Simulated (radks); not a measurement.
# Shell filling in a hard-walled sphere of radius 3.55 bohr*, with a point charge of +1 at the centre, N = 13 to 15

Which level does each new electron take in a hard-walled sphere of radius 3.55 bohr*, with a point charge of +1 at the centre, and at which counts is the dot hardest to charge further? Each count tries a few candidate levels and keeps the lowest.

Method: non-relativistic spin-polarised Kohn-Sham, exchange-only LDA, spherically averaged shells; computed with radks, version 2.

**1. The model**

```
well                     : a hard-walled sphere of radius 3.55 bohr*, with a point charge of +1 at the centre
functional               : exchange-only LDA
levels                   : named by radial order: 1s, 1p, 1d, 2s, 1f and so on
units                    : effective atomic units, hartree* and bohr*
configuration carried in : 1s2 1p6 1d(up 4, down 0) (N = 12, energy 29.993356)
```

The runs that follow: 13 electrons; Electron number 14; 15 electrons.

**Question.** What will these runs give? Wanted: closed shells at N; largest addition energy; most unpaired electrons; configuration at N = 15.

As calculated:

| quantity | value |
| --- | --- |
| closed shells at N | none in this range |
| largest addition energy | 0.464 hartree* at N = 13 (of N = 13 to 14) |
| most unpaired electrons | 5 at N = 13 |
| configuration at N = 15 | 1s2 1p6 1d(up 5, down 2) |

**Reading.** No closed-shell configuration falls in this range; the second difference peaks at N = 13, where a shell is half full. The largest moment in range is 5, first at N = 13: exchange favours parallel spins in open shells. Spherical averaging forbids deformation, and the greedy search can miss a lower configuration.
